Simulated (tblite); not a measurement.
# C2H9B2PS2: the cost of one run

The runs use tblite 0.8.0 and PySCF 2.14.0, with density-fitted response routines of our own; the level of theory stands in each step. All values are computed, except where a source is named. Atoms are numbered from 0 throughout.

## Step 1: The molecule as given

16 atoms, charge 0, multiplicity 1; geometry from: force field or distance geometry start.

Bonds of the start (Å): C0–S1 1.81, S1–B2 1.87, B2–B3 1.67, B3–P4 1.93, B3–S5 1.90, S5–C6 1.81, C0–H7 1.11, C0–H8 1.10, C0–H9 1.11, B2–H10 1.19, P4–H11 1.46, P4–H12 1.46, C6–H13 1.11, C6–H14 1.10, C6–H15 1.11.

## Step 2: Geometry optimisation with GFN2-xTB

Job settings and geometry (Å):

```
{"job": {"kind": "relax", "xc": "GFN2-xTB", "basis": "xTB"}, "charge": 0, "multiplicity": 1}
C      3.323400     0.670800     0.869000
S      2.128800    -0.682000     1.026300
B      0.875100    -0.457300    -0.342200
B     -0.313300     0.716700    -0.250200
P     -1.294500     1.042600    -1.874400
S     -1.359600     0.734200     1.335500
C     -2.945300    -0.017600     0.873400
H      3.264100     1.415100     1.689200
H      4.335300     0.244000     0.828900
H      3.168800     1.248700    -0.069000
H      1.226100    -0.815700    -1.422800
H     -0.384600     1.097900    -3.010400
H     -2.226100    -0.077800    -2.004200
H     -3.364700     0.429700    -0.048600
H     -2.759700    -1.085800     0.688200
H     -3.681400     0.080600     1.699900
```

Command:

```console
> OMP_NUM_THREADS=1 python probes_run.py task.json out
```

This one command runs all jobs of the session in turn.

Q: Estimate the wall time and peak memory of this first job on 1 thread of Arm Neoverse N1, shared host.

About 1.9 s, with a peak of 0.18 GiB.
